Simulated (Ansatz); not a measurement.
# Molecular dynamics of Be

Input:

```yaml
crystal:
  lattice:
    - [7.181263, 0.0, 0.0]
    - [-3.590632, 6.219156, 0.0]
    - [0.0, 0.0, 7.484237]
  atoms:
    - { symbol: Be, position: [0.13782751, 0.31262538, 0.10211875] }
    - { symbol: Be, position: [0.20697715, 0.17015442, 0.33360087] }
    - { symbol: Be, position: [0.087332, 0.20387625, 0.60284046] }
    - { symbol: Be, position: [0.23462082, 0.0834089, 0.88476687] }
    - { symbol: Be, position: [0.13611465, 0.55558348, 0.16812854] }
    - { symbol: Be, position: [0.19780316, 0.47427167, 0.41260374] }
    - { symbol: Be, position: [0.06232907, 0.54829656, 0.70632652] }
    - { symbol: Be, position: [0.32174532, 0.44247096, 0.85520152] }
    - { symbol: Be, position: [0.11222908, 0.9506733, 0.16332295] }
    - { symbol: Be, position: [0.13848348, 0.77747786, 0.43144864] }
    - { symbol: Be, position: [0.1315492, 0.89322891, 0.65942901] }
    - { symbol: Be, position: [0.25964017, 0.74822523, 0.923094] }
    - { symbol: Be, position: [0.40597883, 0.22187295, 0.11783035] }
    - { symbol: Be, position: [0.5531493, 0.16313876, 0.35981667] }
    - { symbol: Be, position: [0.43139175, 0.26779758, 0.64222684] }
    - { symbol: Be, position: [0.54035578, 0.13360364, 0.86634752] }
    - { symbol: Be, position: [0.49254216, 0.60440317, 0.13433981] }
    - { symbol: Be, position: [0.50228989, 0.39722488, 0.33289007] }
    - { symbol: Be, position: [0.47487846, 0.56077933, 0.6262694] }
    - { symbol: Be, position: [0.6605212, 0.55928039, 0.82080079] }
    - { symbol: Be, position: [0.39156237, 0.88547258, 0.13896368] }
    - { symbol: Be, position: [0.64156097, 0.82854226, 0.39526117] }
    - { symbol: Be, position: [0.42473232, 0.86436198, 0.64167135] }
    - { symbol: Be, position: [0.59258475, 0.84180176, 0.88619492] }
    - { symbol: Be, position: [0.64337761, 0.13072886, 0.10371584] }
    - { symbol: Be, position: [0.91485083, 0.14884654, 0.38935672] }
    - { symbol: Be, position: [0.7433248, 0.17421673, 0.59727475] }
    - { symbol: Be, position: [0.94383627, 0.15868475, 0.89672344] }
    - { symbol: Be, position: [0.79901526, 0.60843852, 0.11558187] }
    - { symbol: Be, position: [0.92257, 0.43393987, 0.4056583] }
    - { symbol: Be, position: [0.87507734, 0.64436275, 0.55966927] }
    - { symbol: Be, position: [0.84163103, 0.41975226, 0.93351832] }
    - { symbol: Be, position: [0.80629964, 0.93695831, 0.13740365] }
    - { symbol: Be, position: [0.96929369, 0.93569868, 0.39709167] }
    - { symbol: Be, position: [0.80622426, 0.90387085, 0.62273609] }
    - { symbol: Be, position: [0.96334111, 0.81062276, 0.86709539] }
basis:
  ecutwfc: 420.0
kpoints:
  mp_grid: { grid: [2, 2, 2] }
hamiltonian:
  xc: pbesol
scf:
  occupations: { method: fermi_dirac, width: 0.3 }
  lower_state_search: "off"
md:
  timestep: 1.12
  n_steps: 80
  ensemble: nvt_langevin
  temperature: 2800.0
  initial_velocities: maxwell_boltzmann
  seed: 918621
  friction: 0.02
  temperature_schedule:
    - { n_steps: 60, end_temperature: 300.0 }
    - { n_steps: 20, end_temperature: 300.0 }
```

Launched with:

```bash
$ ansatz run input.yaml --threads 1 --pin off --max-ram 3072MiB --backend cpu --events-out ev --progress --plain --runs-dir out
```

It goes on from the last frame of an earlier run, with new velocities.

Output, in part (one step line in 2):

```
md step     0: t =     0.00 fs  T =  2722.2 K (target 2800.0 K)  F+E_penalty+E_count = -3235.39579862 eV  E_kin = 12.667480 eV  (6 SCF iters)
md step     2: t =     2.24 fs  T =  2711.1 K (target 2737.5 K)  F+E_penalty+E_count = -3235.44361539 eV  E_kin = 12.615506 eV  (6 SCF iters)
md step     4: t =     4.48 fs  T =  2714.1 K (target 2654.2 K)  F+E_penalty+E_count = -3235.70681427 eV  E_kin = 12.629456 eV  (6 SCF iters)
md step     6: t =     6.72 fs  T =  2891.3 K (target 2570.8 K)  F+E_penalty+E_count = -3236.11762446 eV  E_kin = 13.454349 eV  (5 SCF iters)
md step     8: t =     8.96 fs  T =  2961.2 K (target 2487.5 K)  F+E_penalty+E_count = -3236.40748794 eV  E_kin = 13.779654 eV  (5 SCF iters)
md step    10: t =    11.20 fs  T =  3151.6 K (target 2404.2 K)  F+E_penalty+E_count = -3236.52565247 eV  E_kin = 14.665531 eV  (6 SCF iters)
md step    12: t =    13.44 fs  T =  3301.7 K (target 2320.8 K)  F+E_penalty+E_count = -3236.33305229 eV  E_kin = 15.363844 eV  (5 SCF iters)
md step    14: t =    15.68 fs  T =  3091.5 K (target 2237.5 K)  F+E_penalty+E_count = -3236.01543386 eV  E_kin = 14.385654 eV  (5 SCF iters)
md step    16: t =    17.92 fs  T =  2850.4 K (target 2154.2 K)  F+E_penalty+E_count = -3235.45047297 eV  E_kin = 13.263954 eV  (5 SCF iters)
md step    18: t =    20.16 fs  T =  2779.8 K (target 2070.8 K)  F+E_penalty+E_count = -3234.92020281 eV  E_kin = 12.935637 eV  (5 SCF iters)
md step    20: t =    22.40 fs  T =  2585.2 K (target 1987.5 K)  F+E_penalty+E_count = -3234.26782490 eV  E_kin = 12.029666 eV  (6 SCF iters)
md step    22: t =    24.64 fs  T =  2477.0 K (target 1904.2 K)  F+E_penalty+E_count = -3233.70327578 eV  E_kin = 11.526240 eV  (5 SCF iters)
md step    24: t =    26.88 fs  T =  2547.6 K (target 1820.8 K)  F+E_penalty+E_count = -3233.53181277 eV  E_kin = 11.854695 eV  (5 SCF iters)
md step    26: t =    29.12 fs  T =  2444.3 K (target 1737.5 K)  F+E_penalty+E_count = -3233.51627932 eV  E_kin = 11.374102 eV  (5 SCF iters)
md step    28: t =    31.36 fs  T =  2425.7 K (target 1654.2 K)  F+E_penalty+E_count = -3233.64823232 eV  E_kin = 11.287660 eV  (5 SCF iters)
md step    30: t =    33.60 fs  T =  2367.5 K (target 1570.8 K)  F+E_penalty+E_count = -3233.81518131 eV  E_kin = 11.016718 eV  (6 SCF iters)
md step    32: t =    35.84 fs  T =  2429.6 K (target 1487.5 K)  F+E_penalty+E_count = -3233.86328086 eV  E_kin = 11.306026 eV  (5 SCF iters)
md step    34: t =    38.08 fs  T =  2188.6 K (target 1404.2 K)  F+E_penalty+E_count = -3234.08225877 eV  E_kin = 10.184174 eV  (5 SCF iters)
md step    36: t =    40.32 fs  T =  2265.8 K (target 1320.8 K)  F+E_penalty+E_count = -3234.59947497 eV  E_kin = 10.543466 eV  (5 SCF iters)
md step    38: t =    42.56 fs  T =  2330.5 K (target 1237.5 K)  F+E_penalty+E_count = -3235.10217934 eV  E_kin = 10.844828 eV  (5 SCF iters)
md step    40: t =    44.80 fs  T =  2236.8 K (target 1154.2 K)  F+E_penalty+E_count = -3235.45540465 eV  E_kin = 10.408787 eV  (6 SCF iters)
md step    42: t =    47.04 fs  T =  2223.3 K (target 1070.8 K)  F+E_penalty+E_count = -3235.67187348 eV  E_kin = 10.345834 eV  (5 SCF iters)
md step    44: t =    49.28 fs  T =  2240.8 K (target 987.5 K)  F+E_penalty+E_count = -3235.67004162 eV  E_kin = 10.427149 eV  (5 SCF iters)
md step    46: t =    51.52 fs  T =  1965.3 K (target 904.2 K)  F+E_penalty+E_count = -3235.46026804 eV  E_kin = 9.145346 eV  (5 SCF iters)
md step    48: t =    53.76 fs  T =  1772.4 K (target 820.8 K)  F+E_penalty+E_count = -3235.16130335 eV  E_kin = 8.247759 eV  (5 SCF iters)
md step    50: t =    56.00 fs  T =  1586.8 K (target 737.5 K)  F+E_penalty+E_count = -3235.01234766 eV  E_kin = 7.383792 eV  (6 SCF iters)
md step    52: t =    58.24 fs  T =  1581.4 K (target 654.2 K)  F+E_penalty+E_count = -3235.20098370 eV  E_kin = 7.358605 eV  (5 SCF iters)
md step    54: t =    60.48 fs  T =  1656.2 K (target 570.8 K)  F+E_penalty+E_count = -3235.81433649 eV  E_kin = 7.707054 eV  (5 SCF iters)
md step    56: t =    62.72 fs  T =  1740.9 K (target 487.5 K)  F+E_penalty+E_count = -3236.79377330 eV  E_kin = 8.101203 eV  (5 SCF iters)
md step    58: t =    64.96 fs  T =  1859.6 K (target 404.2 K)  F+E_penalty+E_count = -3237.93409430 eV  E_kin = 8.653554 eV  (5 SCF iters)
md step    60: t =    67.20 fs  T =  1908.4 K (target 320.8 K)  F+E_penalty+E_count = -3238.86215002 eV  E_kin = 8.880400 eV  (6 SCF iters)
md step    62: t =    69.44 fs  T =  1879.3 K (target 300.0 K)  F+E_penalty+E_count = -3239.39604545 eV  E_kin = 8.744945 eV  (5 SCF iters)
md step    64: t =    71.68 fs  T =  1851.1 K (target 300.0 K)  F+E_penalty+E_count = -3239.49163876 eV  E_kin = 8.613914 eV  (5 SCF iters)
md step    66: t =    73.92 fs  T =  1668.2 K (target 300.0 K)  F+E_penalty+E_count = -3239.19024878 eV  E_kin = 7.762956 eV  (5 SCF iters)
md step    68: t =    76.16 fs  T =  1485.1 K (target 300.0 K)  F+E_penalty+E_count = -3238.72099979 eV  E_kin = 6.910514 eV  (5 SCF iters)
md step    70: t =    78.40 fs  T =  1259.3 K (target 300.0 K)  F+E_penalty+E_count = -3238.31075987 eV  E_kin = 5.859891 eV  (6 SCF iters)
md step    72: t =    80.64 fs  T =  1180.0 K (target 300.0 K)  F+E_penalty+E_count = -3238.22556601 eV  E_kin = 5.491035 eV  (5 SCF iters)
md step    74: t =    82.88 fs  T =  1193.8 K (target 300.0 K)  F+E_penalty+E_count = -3238.48021218 eV  E_kin = 5.555094 eV  (5 SCF iters)
md step    76: t =    85.12 fs  T =  1217.1 K (target 300.0 K)  F+E_penalty+E_count = -3238.91585482 eV  E_kin = 5.663835 eV  (5 SCF iters)
md step    78: t =    87.36 fs  T =  1251.3 K (target 300.0 K)  F+E_penalty+E_count = -3239.42948316 eV  E_kin = 5.822818 eV  (5 SCF iters)
md step    80: t =    89.60 fs  T =  1200.9 K (target 300.0 K)  F+E_penalty+E_count = -3239.93009217 eV  E_kin = 5.588037 eV  (6 SCF iters)
```

All steps were run. The schedule's set-point averaged 513 K over the second half and the system 1665 K, so it lags behind the ramp. A run of 0.09 ps of so small a system gives no equilibrium averages. Limits of this set-up: coarse k mesh.

Mean squared displacements from the first frame to the last, about the centre of mass: Be 0.46 Å².

Last frame:

```xyz
36
Lattice="7.1813 0.0000 0.0000 -3.5906 6.2192 0.0000 0.0000 0.0000 7.4842" Properties=species:S:1:pos:R:3
Be 0.083 1.422 1.436
Be 1.828 0.231 3.009
Be -0.139 1.337 4.483
Be 1.002 0.562 6.626
Be -1.014 3.421 0.079
Be -0.287 3.096 2.755
Be -1.094 3.610 4.927
Be 0.459 2.487 6.245
Be -2.160 5.596 0.795
Be -1.625 4.575 2.449
Be -2.502 5.272 4.677
Be -1.288 5.143 6.352
Be 2.609 1.211 0.768
Be 3.684 0.970 2.867
Be 2.023 1.159 4.611
Be 3.956 0.490 6.342
Be 1.436 3.558 0.590
Be 1.556 2.376 2.727
Be 1.331 3.400 4.568
Be 2.514 2.895 6.368
Be -0.088 5.351 0.799
Be 1.365 4.713 3.001
Be 0.075 5.555 4.565
Be 0.702 4.458 6.309
Be 5.046 1.559 0.968
Be 5.688 0.631 3.033
Be 4.980 1.627 4.935
Be 6.128 1.138 6.898
Be 3.447 3.265 1.504
Be 5.055 2.720 3.095
Be 3.925 3.357 4.913
Be 4.373 2.583 6.927
Be 1.741 5.954 1.378
Be 3.192 4.897 2.872
Be 2.438 5.071 5.043
Be 3.283 4.872 7.029
```

The run took 12 min on 1 thread of Arm Neoverse V1, with other jobs on the host, peak memory 0.77 GiB.
